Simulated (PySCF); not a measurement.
**SnH2Me(SiMe3): geometry, NMR shifts and electronic excitations**

Aim: predict the NMR shifts and electronic excitations of SnH2Me(SiMe3) (`[H][Sn]([H])([CH3])[Si](C)(C)C`).

Computed with PySCF 2.14.0, with density-fitted response routines of our own, on a single molecule in the gas phase. Atoms are numbered from 0 throughout.

**1. The molecule as given**

20 atoms, charge 0, multiplicity 1; geometry from: GFN2-xTB. The atoms were then displaced at random by about 0.03 Å, so the start is not that level's minimum.

Bonds of the start (Å): Sn0–H1 1.67, Sn0–H2 1.60, Sn0–C3 2.25, Sn0–Si7 2.50, C3–H4 1.00, C3–H5 1.19, C3–H6 1.08, Si7–C8 1.97, Si7–C9 1.85, Si7–C10 1.90, C8–H11 1.10, C8–H12 1.17, C8–H13 1.05, C9–H14 1.08, C9–H15 1.10, C9–H16 1.06, C10–H17 1.09, C10–H18 1.06, C10–H19 1.09.

**2. Optimising the geometry at PBE0-D3(BJ)/def2-SVP**

The job: settings as JSON, then the geometry in Å.

```
{"job": {"xc": "PBE0", "basis": "def2-SVP", "d3": "d3bj", "grid": 1, "maxiter": 40, "shake": 0.03, "kind": "geom"}, "charge": 0, "multiplicity": 1}
Sn     1.114410     1.220780     0.724660
H      1.235350     1.386440     2.384220
H      2.610630     1.416630     0.201130
C      0.245310     3.203470     0.125060
H      0.715100     4.005500     0.492980
H     -0.874410     3.288710     0.517540
H      0.131980     3.282960    -0.942660
Si    -0.057750    -0.830600    -0.091510
C     -1.917240    -0.784690     0.566070
C     -0.024120    -0.908010    -1.943740
C      0.781840    -2.337960     0.706250
H     -2.427320    -1.684370     0.198100
H     -2.520730     0.095740     0.085420
H     -2.023780    -0.752730     1.612350
H     -0.521520    -0.073750    -2.419230
H      1.011590    -0.865320    -2.297860
H     -0.494490    -1.760140    -2.362930
H      1.821990    -2.329010     0.392110
H      0.777870    -2.317500     1.771020
H      0.277700    -3.242010     0.380360
```

Launch:

```bash
OMP_NUM_THREADS=1 python probes_run.py task.json out
```

One launch serves the whole session: the jobs run in the order shown.

The program printed:

```text
step   0  E = -664.11760355  max force = 0.092729
step   1  E = -664.15049849  max force = 0.015870
step   2  E = -664.15234032  max force = 0.006442
step   3  E = -664.15272816  max force = 0.001677
step   4  E = -664.15278323  max force = 0.000659
step   5  E = -664.15280324  max force = 0.000301
step   6  E = -664.15281505  max force = 0.000272
optimisation converged
```

It took 4.7 min on 1 thread of AMD EPYC, shared host; peak memory 0.72 GiB.

Step by step:

| step | energy from step 0 (eV) | largest force component (eV/Å) |
| --- | --- | --- |
| 0 | 0.0000 | 4.7683 |
| 1 | -0.8951 | 0.8161 |
| 2 | -0.9452 | 0.3313 |
| 3 | -0.9558 | 0.0862 |
| 4 | -0.9573 | 0.0339 |
| 5 | -0.9578 | 0.0155 |
| 6 | -0.9582 | 0.0140 |

Close pairs (by a distance rule), those that changed most:

| bond | before (Å) | after (Å) | change (Å) |
| --- | --- | --- | --- |
| Sn0–H2 | 1.597 | 1.726 | +0.129 |
| C3–H4 | 1.000 | 1.099 | +0.099 |
| C3–H5 | 1.190 | 1.099 | -0.090 |
| Si7–C8 | 1.973 | 1.887 | -0.086 |
| Sn0–C3 | 2.246 | 2.163 | -0.083 |
| Sn0–Si7 | 2.500 | 2.577 | +0.077 |
| C8–H12 | 1.171 | 1.101 | -0.069 |
| Sn0–H1 | 1.672 | 1.726 | +0.053 |

The final coordinates are the input of the step that follows.

| at the end point | value |
| --- | --- |
| point group (found at 0.08 Å tolerance) | C1 |
| rotational constants (GHz, main isotopes) | 2.289, 0.887, 0.817 |
| dipole moment (D) | 1.48 |

**3. NMR shieldings: PBE0/def2-TZVP+pcSseg-1**

The job: settings as JSON, then the geometry in Å.

```
{"job": {"kind": "nmr", "xc": "PBE0", "basis": {"default": "pcSseg-1", "Sn": "def2-TZVP"}}, "charge": 0, "multiplicity": 1}
Sn     1.123689     1.329528     0.759563
H      1.205357     1.385267     2.482271
H      2.751610     1.390731     0.189347
C      0.127803     3.131436     0.095595
H      0.665249     4.017383     0.460532
H     -0.900777     3.157041     0.482374
H      0.095210     3.162737    -1.002677
Si    -0.080784    -0.800562    -0.048492
C     -1.879124    -0.743691     0.521432
C     -0.020913    -0.874786    -1.933166
C      0.763950    -2.323107     0.676422
H     -2.419064    -1.646134     0.190122
H     -2.400920     0.133922     0.108971
H     -1.947231    -0.692580     1.619364
H     -0.528888    -0.007483    -2.383167
H      1.016871    -0.888529    -2.300787
H     -0.522606    -1.786587    -2.297500
H      1.818563    -2.380695     0.365154
H      0.736546    -2.307689     1.777024
H      0.257870    -3.242061     0.336960
```

Method: GIAO PBE0/pcSseg-1 Sn:def2-TZVP NMR shielding, scalar relativity only through core potentials, gas phase.

The program printed:

```text
coarse grid: 69768 points
cycle   1  E = -662.7164175065  dE = -3.539e+01  |g| = 2.749e+00  |ddm| = 3.120e+01
cycle   2  E = -660.0114316842  dE =  2.705e+00  |g| = 5.398e+00  |ddm| = 9.846e+00
cycle   3  E = -664.2841636234  dE = -4.273e+00  |g| = 3.997e-01  |ddm| = 6.562e+00
cycle   4  E = -664.3145515374  dE = -3.039e-02  |g| = 1.363e-01  |ddm| = 5.866e-01
cycle   5  E = -664.3191629379  dE = -4.611e-03  |g| = 3.133e-02  |ddm| = 1.483e-01
cycle   6  E = -664.3193985181  dE = -2.356e-04  |g| = 9.146e-03  |ddm| = 3.528e-02
cycle   7  E = -664.3194173385  dE = -1.882e-05  |g| = 3.109e-03  |ddm| = 1.185e-02
cycle   8  E = -664.3194198068  dE = -2.468e-06  |g| = 4.514e-04  |ddm| = 3.264e-03
final grid: 146016 points
cycle   9  E = -664.3194118558  dE = -4.036e-08  |g| = 5.090e-04  |ddm| = 2.142e-03
cycle  10  E = -664.3194118151  dE =  4.070e-08  |g| = 6.527e-04  |ddm| = 1.302e-03
cycle  11  E = -664.3194119218  dE = -1.067e-07  |g| = 4.942e-05  |ddm| = 6.669e-04
cycle  12  E = -664.3194119224  dE = -5.725e-10  |g| = 7.698e-06  |ddm| = 6.279e-05
converged SCF energy = -664.3194119224

GIAO shielding tensors (ppm)
atom      isotropic    diamagn.    paramagn.     s11        s22        s33       span
  0 Sn         nan         nan         nan        nan        nan        nan        nan
  1 H       27.021      30.134      -3.113     19.633     20.789     40.642     21.008
  2 H       27.010      30.112      -3.102     19.662     20.738     40.631     20.969
  3 C      197.589     250.879     -53.290    193.351    197.939    201.478      8.127
  4 H       30.937      26.932       4.005     24.417     27.617     40.777     16.360
  5 H       31.251      31.229       0.022     25.102     28.984     39.668     14.566
  6 H       31.250      31.221       0.029     25.133     28.914     39.703     14.570
  7 Si     358.600     882.021    -523.421    347.204    362.677    365.920     18.716
  8 C      183.546     255.659     -72.113    179.797    182.182    188.660      8.863
  9 C      183.449     255.525     -72.075    179.750    181.842    188.756      9.006
 10 C      183.068     254.691     -71.623    179.366    180.722    189.117      9.751
 11 H       30.960      30.610       0.350     26.360     27.984     38.535     12.175
 12 H       30.978      32.828      -1.850     26.113     29.704     37.118     11.005
 13 H       30.982      31.877      -0.895     26.545     28.943     37.459     10.915
 14 H       30.973      32.701      -1.728     26.168     29.605     37.147     10.979
 15 H       30.964      31.723      -0.759     26.459     28.942     37.493     11.034
 16 H       30.964      30.541       0.424     26.363     28.002     38.528     12.164
 17 H       30.968      31.019      -0.050     26.349     29.065     37.492     11.143
 18 H       30.971      31.091      -0.120     26.348     29.088     37.477     11.129
 19 H       30.990      29.911       1.079     26.403     28.059     38.508     12.105
```

Wall time 2 min (1 thread of AMD EPYC, shared host); peak memory 1.2 GiB.

The references, computed at this level on geometries of the same kind, shield at (ppm): 1H TMS 31.27, 13C TMS 184.4, 29Si TMS 352.0. Their shielding less the atom's gives the shift. The references are single molecules in the gas phase. Atoms listed in one row are averaged.

| atoms | environment | σ (ppm) | δ (ppm) |
| --- | --- | --- | --- |
| C8, C9, C10 | carbon bonded to Si, 3 H | 183.4 | 1.1 |
| C3 | carbon bonded to Sn, 3 H | 197.6 | -13.2 |
| H1, H2 | hydrogen on a Sn bonded to C, Si | 27.02 | 4.25 |
| H11, H12, H13, H14, H15 and 4 more | hydrogen on a carbon bonded to Si | 30.97 | 0.29 |
| H4, H5, H6 | hydrogen on a carbon bonded to Sn | 31.15 | 0.12 |
| Si7 | silicon bonded to 3 C, Sn | 358.6 | -6.6 |

Atoms past Kr carry core potentials, so their printed shieldings have no meaning and are left out of the table.

The run also stored atomic charges by several schemes (e):

| atoms | Mulliken | ESP fit |
| --- | --- | --- |
| Sn0 | 0.06 | 0.34 |
| C3 | -0.51 | -0.43 |
| Si7 | 0.73 | 0.70 |
| C8, C9, C10 | -0.62 | -0.64 |

Mayer bond orders: Sn0–C3 1.03, Sn0–Si7 0.88, Si7–C8 0.97, Si7–C9 0.97, Si7–C10 0.97.

With diffuse functions Mulliken charges and Mayer bond orders lose their meaning; the other schemes are steadier.

Orbitals, density, ELF and potential are computed afterwards from the orbital file.

Frontier orbitals at PBE0/def2-TZVP+pcSseg-1, with the share of their density that lies nearest to each atom:

| orbital | energy (eV) | lies on |
| --- | --- | --- |
| HOMO | -7.03 | Si7 29 %; Sn0 26 %; H1, H2 about 6 % each |
| LUMO | 0.25 | Sn0 14 %; H1, H2 about 11 % each; C3 8 % |

ELF in a plane through or near 6 of the atoms.

Ten even steps from ' ' (0.00) to '@' (1.00):
```
                                                        
                                                        
                                                        
                                                        
                ..::::::..        ::--..                
                ..::::::::..    ::++**==..              
                ::::++**::--::..==++==++++==..          
        ****::::::==++::--==**==##==++##@@@@**          
      **@@@@@@**##::####::%%++..##@@**@@@@@@%%..        
      %%@@@@@@**%%++::::++@@..##..##**%%@@@@##          
      --%%@@%%##..**----****  ##..::..  ----            
        --==++==++--......::....::::                    
          ..::++==..        ..::::                      
            ......                                      
                                                        
                                                        
                                                        
                                                        
                                                        
                                                        
```
The map spans 13.4 Å across and 9.6 Å up, centred on the molecule. Atoms in the plane (x, y in Å): Sn0 (-1.5, 1.2), C3 (-3.1, -0.2), H4 (-4.1, 0.3), Si7 (0.8, 0.0), C10 (2.2, 1.3), H19 (3.2, 0.8).

log10 of the density (e/Å³) in the same plane.

Ten even steps from ' ' (-4.0) to '@' (1.7):
```
                                                        
                  ........                              
              ..::::::::::........::::....              
            ..::----------::::::::------::..            
          ..::--====++++==------====++==--::..          
        ....::--==++****++==----++****++==--::..        
      ..::----==++**%%%%**++==++**####**++==--::        
    ..::--====++++##@@@@##**++++**##@@##**++==::        
    ::--++********##%%@@##********########++==::        
    ::==++########**********##@@##********++--::        
    ::--++**##@@##**++++++++**@@##++++====--::..        
    ..--==++**####++++====++******++==----::..          
    ..::--==++**++==------==++++++====--::..            
      ..::--======----::----========--::::              
        ..::::----::....::------------::..              
          ..........  ....::::::::::::..                
                          ..........                    
                                                        
                                                        
                                                        
```
The map spans 13.4 Å across and 9.6 Å up, centred on the molecule. Atoms in the plane (x, y in Å): Sn0 (-1.5, 1.2), C3 (-3.1, -0.2), H4 (-4.1, 0.3), Si7 (0.8, 0.0), C10 (2.2, 1.3), H19 (3.2, 0.8).

On the surface of density 0.002 e/bohr³ the electrostatic potential runs, from the 1st to the 99th percentile, from -0.40 to 0.72 V.

**4. Excited states and response: wB97X-D/def2-SVPD**

Settings changed since step 3:

```diff
@@ -1,2 +1,2 @@
-{"job": {"kind": "nmr", "xc": "PBE0", "basis": {"default": "pcSseg-1", "Sn": "def2-TZVP"}}, "charge": 0, "multiplicity": 1}
+{"job": {"kind": "uv", "xc": "wB97X-D", "basis": "def2-SVPD", "ip": false, "nstates": 10}, "charge": 0, "multiplicity": 1}
 Sn     1.123689     1.329528     0.759563
```

Level: TDDFT wB97X-D/def2-SVPD, vertical, gas phase, core orbitals frozen in the response.

The program printed:

```text
coarse grid: 69768 points
cycle   1  E = -662.9601764171  dE = -2.206e+01  |g| = 2.551e+00  |ddm| = 1.378e+01
cycle   2  E = -663.4037670034  dE = -4.436e-01  |g| = 2.479e+00  |ddm| = 1.438e+01
cycle   3  E = -664.4806877708  dE = -1.077e+00  |g| = 9.987e-02  |ddm| = 4.687e+00
cycle   4  E = -664.4851636026  dE = -4.476e-03  |g| = 3.958e-02  |ddm| = 5.191e-01
cycle   5  E = -664.4856953270  dE = -5.317e-04  |g| = 1.381e-02  |ddm| = 1.037e-01
cycle   6  E = -664.4857705706  dE = -7.524e-05  |g| = 3.792e-03  |ddm| = 4.863e-02
cycle   7  E = -664.4857776208  dE = -7.050e-06  |g| = 8.243e-04  |ddm| = 1.578e-02
final grid: 146016 points
cycle   8  E = -664.4826030329  dE = -7.208e-06  |g| = 1.359e-03  |ddm| = 1.667e-02
cycle   9  E = -664.4826032636  dE = -2.306e-07  |g| = 8.709e-04  |ddm| = 5.058e-03
cycle  10  E = -664.4826034135  dE = -1.500e-07  |g| = 1.203e-04  |ddm| = 1.781e-03
cycle  11  E = -664.4826034191  dE = -5.545e-09  |g| = 4.826e-05  |ddm| = 3.239e-04
cycle  12  E = -664.4826034203  dE = -1.218e-09  |g| = 8.955e-06  |ddm| = 2.004e-04
cycle  13  E = -664.4826034203  dE = -4.707e-11  |g| = 2.305e-06  |ddm| = 4.046e-05
converged SCF energy = -664.4826034203

Static polarisability (au): isotropic 122.755, principal 111.672 118.780 137.813

Singlet excitations
state   eV       nm        f      main configurations
  1   6.4038    193.6   0.05936   H->L 0.76, H->L+1 0.15
  2   6.7449    183.8   0.05424   H->L+2 0.91
  3   6.8650    180.6   0.06576   H->L+1 0.78, H->L 0.15
  4   7.3856    167.9   0.38142   H->L+3 0.81
  5   7.4497    166.4   0.26305   H-1->L 0.81
  6   7.6631    161.8   0.02294   H-2->L 0.53, H-1->L+2 0.20, H-2->L+1 0.12
  7   7.8175    158.6   0.07205   H->L+4 0.75
  8   7.9616    155.7   0.01990   H-1->L+2 0.56, H-2->L+1 0.16
  9   8.0655    153.7   0.06715   H-1->L+1 0.27, H->L+5 0.14, H->L+6 0.11
 10   8.0838    153.4   0.23312   H-2->L+1 0.44, H-2->L 0.18, H-2->L+3 0.17

Triplet excitations (Tamm-Dancoff, eV): 5.8037 5.9900 6.2650 6.7501
```

Run time: 3 min. Hardware: 1 thread of AMD EPYC, shared host; peak memory 1.3 GiB.

Frontier orbitals and where they lie:

| orbital | eV | atoms |
| --- | --- | --- |
| HOMO−3 | -10.64 | C10 32 %, Si7 20 %, C8 13 % |
| HOMO−2 | -10.22 | Sn0 32 %, H2 21 %, H1 21 % |
| HOMO−1 | -9.90 | C3 35 %, Sn0 26 %, H1 9 % |
| HOMO | -8.73 | Sn0 30 %, Si7 26 %, C3 8 % |
| LUMO | 1.67 | Sn0 40 %, C3 10 %, H2 6 % |
| LUMO+1 | 1.94 | Sn0 27 %, C10 12 %, C3 10 % |
| LUMO+2 | 2.26 | Sn0 33 %, Si7 12 %, C9 8 % |

With each of the 10 states as a Gaussian band of 0.4 eV half-width at 1/e, the curve within the window shown has maxima at 166 nm (ε 29,000) L/(mol cm). Beyond the last state computed it falls off for lack of states. The curve at chosen wavelengths:

nm, ε (L/mol/cm) and a bar:
```
      148       7591 ########
      151      13023 #############
      153      16051 ################
      156      19194 ####################
      158      21008 #####################
      161      24457 #########################
      164      28041 #############################
      166      29212 ##############################
      169      27715 ############################
      171      24731 #########################
      174      18938 ###################
      177      13668 ##############
      179      11065 ###########
      182       8508 #########
      184       7433 #######
      187       6290 ######
      190       5350 #####
      192       4743 #####
      195       3831 ####
      197       3234 ###
      200       2392 ##
      203       1662 #
      205       1257 #
      208        783 
      210        551 
      213        308
```

Leading natural transition orbitals of singlet state 4: the hole lies on Si7 29 %; Sn0 26 %; H1, H2 about 7 % each; the particle on Si7 17 %; H1, H2 about 16 % each; Sn0 10 %.

Leading natural transition orbitals of singlet state 1: the hole lies on Si7 30 %; Sn0 26 %; H1, H2 about 8 % each; the particle on Sn0 15 %; H1, H2 about 13 % each; H5, H6 about 7 % each.

Further results of this job:

| property | computed |
| --- | --- |
| dipole moment (D) | 1.51 |
| polarisability (Å³) | 18.19 |
| HOMO–LUMO gap (eV) | 10.39 |
| −ε(HOMO) (eV) | 8.73 |

**5. Shielding tensors: KT2/def2-TZVP+pcSseg-1**

Settings changed since step 4:

```diff
@@ -1,2 +1,2 @@
-{"job": {"kind": "uv", "xc": "wB97X-D", "basis": "def2-SVPD", "ip": false, "nstates": 10}, "charge": 0, "multiplicity": 1}
+{"job": {"kind": "nmr", "xc": "KT2", "basis": {"default": "pcSseg-1", "Sn": "def2-TZVP"}, "pop": false}, "charge": 0, "multiplicity": 1}
 Sn     1.123689     1.329528     0.759563
```

With the program's defaults for keys left out, this is: GIAO KT2/pcSseg-1 Sn:def2-TZVP NMR shielding, scalar relativity only through core potentials, gas phase.

The program printed:

```text
coarse grid: 69768 points
cycle   1  E = -669.2031367815  dE = -3.485e+01  |g| = 2.998e+00  |ddm| = 3.050e+01
cycle   2  E = -619.1258630503  dE =  5.008e+01  |g| = 9.702e+00  |ddm| = 3.097e+01
cycle   3  E = -670.8411350912  dE = -5.172e+01  |g| = 1.055e+00  |ddm| = 3.010e+01
cycle   4  E = -670.7830218127  dE =  5.811e-02  |g| = 1.233e+00  |ddm| = 2.803e+00
cycle   5  E = -671.2128095407  dE = -4.298e-01  |g| = 1.092e-01  |ddm| = 1.322e+00
cycle   6  E = -671.2148726217  dE = -2.063e-03  |g| = 7.393e-02  |ddm| = 3.150e-01
cycle   7  E = -671.2163321709  dE = -1.460e-03  |g| = 2.406e-02  |ddm| = 1.112e-01
cycle   8  E = -671.2165013987  dE = -1.692e-04  |g| = 7.713e-03  |ddm| = 3.550e-02
cycle   9  E = -671.2165159579  dE = -1.456e-05  |g| = 2.741e-03  |ddm| = 1.160e-02
cycle  10  E = -671.2165179052  dE = -1.947e-06  |g| = 8.711e-04  |ddm| = 3.951e-03
final grid: 146016 points
cycle  11  E = -671.2165015378  dE =  2.306e-07  |g| = 1.342e-03  |ddm| = 3.066e-03
cycle  12  E = -671.2165005310  dE =  1.007e-06  |g| = 2.295e-03  |ddm| = 3.944e-03
cycle  13  E = -671.2165020346  dE = -1.504e-06  |g| = 1.875e-04  |ddm| = 2.540e-03
cycle  14  E = -671.2165020443  dE = -9.731e-09  |g| = 3.257e-05  |ddm| = 2.277e-04
cycle  15  E = -671.2165020446  dE = -2.906e-10  |g| = 5.169e-06  |ddm| = 4.059e-05
converged SCF energy = -671.2165020446

GIAO shielding tensors (ppm)
atom      isotropic    diamagn.    paramagn.     s11        s22        s33       span
  0 Sn         nan         nan         nan        nan        nan        nan        nan
  1 H       26.804      30.014      -3.210     19.561     20.729     40.123     20.562
  2 H       26.794      29.992      -3.198     19.590     20.681     40.112     20.523
  3 C      195.277     252.481     -57.204    192.074    195.424    198.332      6.257
  4 H       30.784      26.426       4.358     24.421     27.612     40.320     15.899
  5 H       31.098      31.677      -0.579     25.134     28.931     39.229     14.095
  6 H       31.097      31.667      -0.570     25.164     28.862     39.265     14.101
  7 Si     364.884     885.720    -520.836    356.965    367.068    370.618     13.653
  8 C      181.621     255.588     -73.967    177.415    179.607    187.842     10.427
  9 C      181.506     255.451     -73.945    177.305    179.277    187.936     10.631
 10 C      181.029     254.566     -73.537    176.958    177.797    188.333     11.376
 11 H       30.865      30.629       0.236     26.471     27.941     38.184     11.713
 12 H       30.837      33.005      -2.168     26.117     29.652     36.741     10.625
 13 H       30.846      31.986      -1.140     26.543     28.903     37.093     10.551
 14 H       30.831      32.871      -2.040     26.172     29.552     36.768     10.596
 15 H       30.831      31.828      -0.997     26.463     28.904     37.127     10.664
 16 H       30.870      30.558       0.312     26.471     27.958     38.179     11.708
 17 H       30.833      31.102      -0.269     26.366     29.024     37.110     10.744
 18 H       30.839      31.181      -0.341     26.370     29.049     37.099     10.730
 19 H       30.892      29.917       0.975     26.497     28.003     38.178     11.680
```

It took 2.2 min on 1 thread of AMD EPYC, shared host; peak memory 1.1 GiB.

Key values: δ C8 1.8, C3 -12.1, Si7 -3.8, H1 4.38, H11 0.33 ppm (means over like atoms).

**6. Comparing the runs: NMR shifts**

Shifts (ppm), means over like atoms, with basis size and wall time:

| run | C8 | C3 | H1 | H11 | H4 | Si7 | functions | time |
| --- | --- | --- | --- | --- | --- | --- | --- | --- |
| PBE0/def2-TZVP+pcSseg-1 | 1.1 | -13.2 | 4.25 | 0.29 | 0.12 | -6.6 | 212 | 2 min |
| KT2/def2-TZVP+pcSseg-1 | 1.8 | -12.1 | 4.38 | 0.33 | 0.19 | -3.8 | 212 | 2.2 min |

**7. Results**

| quantity | value |
| --- | --- |
| point group | C1 |
| rotational constants (main isotopes) | 2.29, 0.89, 0.82 GHz |
| 13C shifts against TMS (PBE0/def2-TZVP+pcSseg-1, means over atoms taken as alike) | 1.1, -13.2 ppm |
| 1H shifts against TMS (PBE0/def2-TZVP+pcSseg-1, means over atoms taken as alike) | 4.25, 0.29, 0.12 ppm |
| 29Si shifts against TMS (PBE0/def2-TZVP+pcSseg-1) | -6.6 ppm |
| surface potential, 1st and 99th percentile | -0.40 V and 0.72 V |
| lowest singlet (wB97X-D/def2-SVPD) | 6.40 eV (194 nm), f = 0.059 |
| brightest single state of those computed | state 4, 7.39 eV, f = 0.381 |
| lowest triplet | 5.80 eV |
| range of the shift of Si7 | -6.6 to -3.8 ppm |

In words: The start was shaken at random, so part of the energy gained undoes that. The optimisation took 6 steps and gained 0.958 eV; among the close pairs (by a distance rule), Sn0–H2 changed most, from 1.597 to 1.726 Å. No frequency check was run at this level, so the end point may be a saddle. The first singlet state (HOMO→LUMO 0.76, HOMO→LUMO+1 0.15) lies at 6.40 eV and is bright; of the 10 states computed, the strongest absorption comes from state 4 at 7.39 eV (the last state computed is bright too, and its partners may lie past the list). The lowest triplet lies 0.60 eV below the lowest singlet (triplets in Tamm-Dancoff, singlets in full TDDFT). Spin-orbit coupling, left out, mixes singlets and triplets in elements this heavy. In ppm, Si7 moves most: its shift spreads over 2.8 ppm, from -6.6 (PBE0/def2-TZVP+pcSseg-1) to -3.8 (KT2/def2-TZVP+pcSseg-1). Spin-orbit coupling is left out, which matters for shieldings and couplings at and beside the heavy atoms.
